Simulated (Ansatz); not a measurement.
TiTe2, space group P-3m1, a convergence test of the k-point mesh

Computed with Ansatz 0.2.0 through its Python package.

Contents of `tite2.cif`:
```cif
data_TiTe2
_cell_length_a 3.777000
_cell_length_b 3.777000
_cell_length_c 6.498000
_cell_angle_alpha 90.00000
_cell_angle_beta 90.00000
_cell_angle_gamma 120.00000
_symmetry_space_group_name_H-M 'P 1'
_symmetry_Int_Tables_number 1
loop_
_symmetry_equiv_pos_as_xyz
'x, y, z'
loop_
_atom_site_label
_atom_site_type_symbol
_atom_site_fract_x
_atom_site_fract_y
_atom_site_fract_z
Ti1 Ti    0.000000    0.000000    0.000000
Te2 Te    0.666667    0.333333    0.262800
Te3 Te    0.333333    0.666667    0.737200
```

Typed at the interpreter:
```pycon
>>> import warnings
>>> import ansatz as az
>>> from ase.io import read
>>> SIGMA = 0.3
>>> EXTRA_BANDS = 8
>>> warnings.simplefilter("ignore", az.DeckWarning)
>>> atoms = read("tite2.cif")
>>> xtal = az.Crystal.from_ase(atoms)
>>> xtal.resolved().tree()["lattice"]
((3.777, 0.0, 0.0), (-1.8884999999999992, 3.270977950093825, 0.0), (0.0, 0.0, 6.498))
>>> calculation = (
...     xtal.calculation()
...     .functional(az.Functional.PBESOL)
...     .pseudopotentials("nc")
...     .accuracy("low")
...     .occupations(az.OccupationsMethod.FERMI_DIRAC, width=SIGMA)
...     .mixing("msr1", preconditioner="resta")
...     .scf(extra_bands=EXTRA_BANDS)
... )
>>> rows = []
>>> for value in [(2, 2, 1), (3, 3, 2), (4, 4, 2), (6, 6, 3), (7, 7, 4), (9, 9, 5)]:
...     rep = calculation.kpoints(mesh=value).run(threads=1).report
...     rows.append((value, rep["free_energy_ev"] / len(rep["lattice"]["sites"]), rep["n_iterations"], rep["n_kpoints"]))
...
>>> print("        mesh   F/atom (eV)    iterations      k-points")
        mesh   F/atom (eV)    iterations      k-points
>>> for row in rows:
...     print(f"{str(row[0]):>12s}  {row[1]:12.5f}  {row[2]:12d}  {row[3]:12d}")
...
   (2, 2, 1)   -2436.12857            13             2
   (3, 3, 2)   -2436.31246            13             6
   (4, 4, 2)   -2436.34062            13             8
   (6, 6, 3)   -2436.35392            14            17
   (7, 7, 4)   -2436.35388            14            28
   (9, 9, 5)   -2436.35358            14            50
>>> for row in rows[:-1]:
...     shift = 1000 * (row[1] - rows[-1][1])
...     print(f"{row[0]}: {shift:+.2f} meV/atom" + ("  (within 1 meV)" if abs(shift) < 1 else ""))
...
(2, 2, 1): +225.00 meV/atom
(3, 3, 2): +41.12 meV/atom
(4, 4, 2): +12.96 meV/atom
(6, 6, 3): -0.34 meV/atom  (within 1 meV)
(7, 7, 4): -0.30 meV/atom  (within 1 meV)
```

From 6×6×3 on it stays within 1 meV an atom of the value at 9×9×5; the first row (2×2×1) is off by 225.0 meV and the last but one by 0.30 meV. This holds for F at a smearing of 0.3 eV; a narrower one needs a denser mesh.

No spin polarisation was allowed. A Fermi-Dirac width this large means warm electrons, whose thermal share enters the free energy. The starting cell is as deposited in a crystallographic database; the results hold for this polymorph, which needn't be the stable one. Shifts are counted from the finest mesh, which is itself no proven limit. Finished in 2.3 min on 1 thread of Arm Neoverse V1 (shared host), peak memory 0.65 GiB.
